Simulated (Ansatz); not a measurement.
This script makes a test of the smearing width of MnPt3, space group Pm-3m with Ansatz 0.2.0 through its Python package.

`smear.py`:
```python
"""How the energy of MnPt3 depends on the smearing."""

import warnings

import ansatz as az
from tabulate import tabulate

K_LENGTH = 22
CUTOFF_EV = 510
XC = "pbesol"


def main() -> None:
    warnings.simplefilter("ignore", az.DeckWarning)

    lattice = az.Lattice.of(
        [3.9, 0.0, 0.0],
        [0.0, 3.9, 0.0],
        [0.0, 0.0, 3.9],
    )
    sites = [
        ("Mn", [0.0, 0.0, 0.0]),
        ("Pt", [0.0, 0.5, 0.5]),
        ("Pt", [0.5, 0.0, 0.5]),
        ("Pt", [0.5, 0.5, 0.0]),
    ]
    xtal = az.Crystal(lattice=lattice)
    for symbol, position in sites:
        xtal = xtal.atom(symbol, position)
    xtal = xtal.moments(Mn=2.8)

    calculation = (
        xtal.calculation()
        .kpoints(length=K_LENGTH)
        .basis(CUTOFF_EV)
        .functional(XC)
        .spin(az.SpinTreatment.COLLINEAR)
    )

    rows = []
    for value in [0.25, 0.15, 0.1, 0.05, 0.025]:
        r = calculation.occupations("fermi_dirac", width=value).run().report
        rows.append((value, r["free_energy_ev"] / len(r["lattice"]["sites"]), r["n_iterations"], r["magnetization_mub"], r["n_kpoints"]))

    print(tabulate(rows, headers=["width (eV)", "F/atom (eV)", "iterations", "moment (muB)", "k-points"], floatfmt=".4f", tablefmt="grid"))

    # differences from the last row
    for row in rows[:-1]:
        shift = 1000 * (row[1] - rows[-1][1])
        print(f"{row[0]}: {shift:+.2f} meV/atom" + ("  (within 1 meV)" if abs(shift) < 1 else ""))


if __name__ == "__main__":
    main()
```

From its runs, with one value withheld:

| width (eV) | F less the first row (meV/atom) |
| --- | --- |
| 0.025 | 0.00 |
| 0.05 | -3.01 |
| 0.1 | ? |
| 0.15 | -32.56 |
| 0.25 | -87.05 |

What is the missing value at a width of 0.1 eV?

For this scheme F falls about as the square of the width where the density of states is smooth. A straight line through the rows shown, against the width squared, has slope -1404.3 meV/eV² and intercept 0.28 meV, which gives -13.76 meV at 0.1 eV. The run gave -14.49 meV, a miss of 0.73 meV.

The magnetic order follows from the starting moments and needn't be the lowest. The mesh is modest for a metal, so energies can be off by several to tens of meV an atom and pressures by half a GPa or more; differences at equal mesh fare better. The narrowest width needs the finest mesh, so the last row is no converged reference. Spin-orbit coupling, which matters for elements this heavy, is left out. The structure is a deposited one; some such entries were measured under pressure or heat, so a shift against it needn't be the functional's error alone. Wall time of the script: 59 s on 1 thread of Arm Neoverse V1, on a shared host, peak memory 0.5 GiB.
